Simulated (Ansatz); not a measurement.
# Cu (Fm-3m): phonon calculation by linear response from a Python script

What are the phonon frequencies of Cu (Fm-3m)? Aim: a phonon calculation by linear response, for Cu (Fm-3m), run from a script.

All numbers are computed with the Python package of Ansatz 0.2.0. Level of theory: DFT PBE, plane waves, PAW.

### 1 The structure

Symmetry: Fm-3m, No. 225, cubic system. The conventional cell has a = 3.615 Å, b = 3.615 Å, c = 3.615 Å, α = 90.00°, β = 90.00°, γ = 90.00°. Cu (site symmetry m-3m) has 12 Cu at 2.56 Å as nearest neighbours.

The script holds or builds the structure itself.

### 2 Script

dfpt_cu.py reads:

```python
'''DFPT phonons of Cu.'''

from pathlib import Path

import ansatz as az
import numpy as np


def main() -> None:
    vectors = np.array([
        [0.0, 1.8075, 1.8075],
        [1.8075, 0.0, 1.8075],
        [1.8075, 1.8075, 0.0],
    ])
    structure = az.Lattice.of(vectors).atom('Cu', [0.0, 0.0, 0.0])

    setup = (
        structure.calculation()
        .functional('pbe')
        .basis(450)
        .occupations('cold')
        .kpoints(18, 18, 18)
        .phonons('dfpt', points=[(0, 0, 0), (0.5, 0.5, 0), (0.5, 0, 0)])
    )
    outcome = setup.run(runs_dir='runs')
    ph = outcome.phonons

    for q in ph.qpoints:
        thz = np.asarray(q.omega_inv_cm) / 33.35641
        print('q = ({:.2f}, {:.2f}, {:.2f})'.format(*q.q_frac), np.round(thz, 2) + 0.0, 'THz')


if __name__ == '__main__':
    main()
```

### 3 What the engine is handed

The engine receives this input:

```yaml
crystal:
  lattice:
    - [0.0, 1.8075, 1.8075]
    - [1.8075, 0.0, 1.8075]
    - [1.8075, 1.8075, 0.0]
  atoms:
    - { symbol: Cu, position: [0.0, 0.0, 0.0] }
basis:
  ecutwfc: 450.0
kpoints:
  mp_grid:
    grid: [18, 18, 18]
hamiltonian:
  xc: pbe
scf:
  occupations:
    method: cold
phonons:
  method: dfpt
  qpoints:
    - [0.0, 0.0, 0.0]
    - [0.5, 0.5, 0.0]
    - [0.5, 0.0, 0.0]
```

### 4 Launch

The run is started by

```
> python dfpt_cu.py
```

Without the output at hand: what should come out? Wanted: free energy; gap on the mesh; highest frequency.

As calculated:

| quantity | value |
| --- | --- |
| free energy | -6625.1748 eV |
| gap on the mesh | none |
| highest frequency | 248 cm⁻¹ |
| imaginary modes at these points | none |

**Reading.** All modes computed here are real. The highest lies at 248 cm⁻¹ (7.4 THz). The mesh shows no gap. Notes:
- Spin is left out of this run.
- The cell isn't relaxed first, so the values belong to this volume.
- The structure is taken as given; imaginary modes can come from an unrelaxed or unstable start. Phonons of metals also depend on mesh and smearing.
